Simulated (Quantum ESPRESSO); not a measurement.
Set up this calculation in Quantum ESPRESSO 7.5, as the native input.

```yaml
Task: work function
Functional: PBE
Potentials_or_basis: PseudoDojo 0.4 SR PBE stringent
Cutoff: 1116 eV
Density_cutoff: 4463 eV
k_mesh: 7 × 7 × 1
Occupations: fermi-dirac, width 0.05 eV
Spin: no spin polarisation
Boundary_across_the_vacuum: none
Mixing_mode: local-TF
Mixing_beta: 0.3
Most_SCF_iterations: 150
SCF_threshold: 5e-09 Ry
```

The system is Ag, a slab with vacuum.

```
Ag
1.0
     2.88938    0.00000    0.00000
    -1.44469    2.50228    0.00000
     0.00000    0.00000   24.43667
Ag
5
Direct
  0.66667 0.33333 0.30692
  0.33333 0.66667 0.40346
  0.00000 0.00000 0.50000
  0.66667 0.33333 0.59654
  0.33333 0.66667 0.69308
```

The slab is cut from a database's or a generator's crystal, which needn't be the stable form of the element.

These files were run (other wordings do the same):

pw.in

```
&CONTROL
  calculation = 'scf'
  prefix = 'pwscf'
  outdir = './tmp'
  pseudo_dir = './pseudo'
  tprnfor = .true.
  disk_io = 'low'
/
&SYSTEM
  ibrav = 0
  celldm(1) = 8
  nat = 5
  ntyp = 1
  ecutwfc = 82
  nbnd = 61
  occupations = 'smearing'
  smearing = 'fd'
  degauss = 0.00367493
/
&ELECTRONS
  conv_thr = 5d-09
  electron_maxstep = 150
  mixing_beta = 0.3
  mixing_mode = 'local-TF'
/
ATOMIC_SPECIES
Ag   107.8682 Ag.upf
CELL_PARAMETERS alat
  0.6825170447991   0.0000000000000  -0.0000000000000
 -0.3412585223996   0.5910770993119   0.0000000000000
  0.0000000000000   0.0000000000000   5.7723278176868
ATOMIC_POSITIONS crystal
Ag     0.6666666667    0.3333333333    0.3069157362
Ag     0.3333333333    0.6666666667    0.4034578681
Ag     0.0000000000    0.0000000000    0.5000000000
Ag     0.6666666667    0.3333333333    0.5965421319
Ag     0.3333333333    0.6666666667    0.6930842638
K_POINTS automatic
7 7 1 0 0 0
```

pp_density.in

```
&INPUTPP
  prefix = 'pwscf'
  outdir = './tmp'
  filplot = 'density.dat'
  plot_num = 0
/
&PLOT
  nfile = 1
  filepp(1) = 'density.dat'
  iflag = 3
  output_format = 6
  fileout = 'density.cube'
/
```

pp_potential.in

```
&INPUTPP
  prefix = 'pwscf'
  outdir = './tmp'
  filplot = 'potential.dat'
  plot_num = 11
/
&PLOT
  nfile = 1
  filepp(1) = 'potential.dat'
  iflag = 3
  output_format = 6
  fileout = 'potential.cube'
/
```

pp_elf.in

```
&INPUTPP
  prefix = 'pwscf'
  outdir = './tmp'
  filplot = 'elf.dat'
  plot_num = 8
/
&PLOT
  nfile = 1
  filepp(1) = 'elf.dat'
  iflag = 3
  output_format = 6
  fileout = 'elf.cube'
/
```

Potentials or basis: PseudoDojo 0.4 SR PBE stringent.

Command:

```bash
$ OMP_NUM_THREADS=1 mpirun -n 2 pw.x -nk 2 -in pw.in > pw.out
$ OMP_NUM_THREADS=1 mpirun -n 1 pp.x -in pp_density.in > pp_density.out
$ OMP_NUM_THREADS=1 mpirun -n 1 pp.x -in pp_potential.in > pp_potential.out
$ OMP_NUM_THREADS=1 mpirun -n 1 pp.x -in pp_elf.in > pp_elf.out
```

Results of the run:

* Largest force: 0.162 eV/Å
* Band gap on the k mesh: none (metal or under the smearing width)
* Work function of the upper face: 4.53 eV
* Work function of the lower face: 4.53 eV

Caveat: the k mesh is coarse.

Wall time 100 s on 2 MPI ranks on Arm Neoverse V1, with other jobs on the host, peak memory 0.54 GiB a rank.
